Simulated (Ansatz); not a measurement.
Ti₃Sn, space group Fm-3m: cell relaxations under several functionals, run with Ansatz's Python interface.

`lattice_ti3sn.py`:
```python
# -*- coding: utf-8 -*-
"""How the lattice of Ti3Sn depends on the functional."""

import ansatz as az
import numpy as np

def edges_and_angles(cell):
    cell = np.asarray(cell)
    a, b, c = np.linalg.norm(cell, axis=1)
    cosines = cell[1] @ cell[2] / (b * c), cell[0] @ cell[2] / (a * c), cell[0] @ cell[1] / (a * b)
    return (a, b, c, *np.degrees(np.arccos(cosines)))


def main():
    lattice = az.Lattice.of(
        (0.0, 3.3052, 3.3052),
        (3.3052, 0.0, 3.3052),
        (3.3052, 3.3052, 0.0),
    )
    sites = [
        ("Ti", (0.75, 0.75, 0.75)),
        ("Ti", (0.25, 0.25, 0.25)),
        ("Ti", (0.0, 0.0, 0.0)),
        ("Sn", (0.5, 0.5, 0.5)),
    ]
    cell = az.Crystal(lattice=lattice)
    for symbol, position in sites:
        cell = cell.atom(symbol, position)

    job = (
        cell.calculation()
        .basis(530)
        .kpoints(8, 8, 8)
        .occupations("gaussian", width=0.15)
        .mixing("anderson", ndim=8, beta=0.4)
        .scf(self_checks="low")
        .relax(cell=True, force_tolerance=0.001, max_displacement=0.3)
    )

    levels = [("blyp", "d3bj"), ("pbesol", "none"), ("lda", "none")]
    print("level            a       b       c    alpha   beta  gamma  V/atom  steps")
    for name, dispersion in levels:
        seen = []
        run = job.functional(name, dispersion=dispersion).session().plan()
        out = run.execute(on_event=lambda e: seen.append(e) if e["event"] == "relax_step" else None)
        cell = out.lattice.cell_ang
        label = name if dispersion == "none" else f"{name}+{dispersion}"
        print("{:13s} {:7.4f} {:7.4f} {:7.4f} {:6.2f} {:6.2f} {:6.2f}".format(label, *edges_and_angles(cell)), f"{abs(np.linalg.det(cell)) / len(out.lattice.sites):7.3f} {len(seen):5d}")


if __name__ == "__main__":
    main()
```

Rank the levels of theory by the volume of the relaxed cell.

From smallest to largest: BLYP+D3BJ (16.52 Å³ an atom, -8.5 % against the start), LDA (16.68 Å³ an atom, -7.6 % against the start) and PBEsol (17.24 Å³ an atom, -4.5 % against the start). The spread is 4.3 % in volume.

The run itself:

Output of `python lattice_ti3sn.py`:
```text
level            a       b       c    alpha   beta  gamma  V/atom  steps
blyp+d3bj      4.5383  4.5383  4.5383  60.00  60.00  60.00  16.524     6
pbesol         4.6030  4.6030  4.6030  60.00  60.00  60.00  17.240     5
lda            4.5524  4.5524  4.5524  60.00  60.00  60.00  16.678     5
```

The settings weren't tested for convergence. The run is spin-unpolarised. Forces vanish by symmetry, so the ions can't move, and the end may be a saddle. BLYP and dispersion corrections can be off by several per cent in the lattices of metals, and by several GPa in the pressure at a fixed cell. The mesh is modest for a metal, so energies can be off by several to tens of meV an atom and pressures by half a GPa or more; differences at equal mesh fare better. Edges and angles are those of the cell as typed, here a primitive one, not of the conventional cell. The structure comes from a database of computed cells and needn't be a stable or known phase. Timing: 2.6 min on 1 thread of Arm Neoverse N1, on a shared host, peak memory 0.49 GiB.
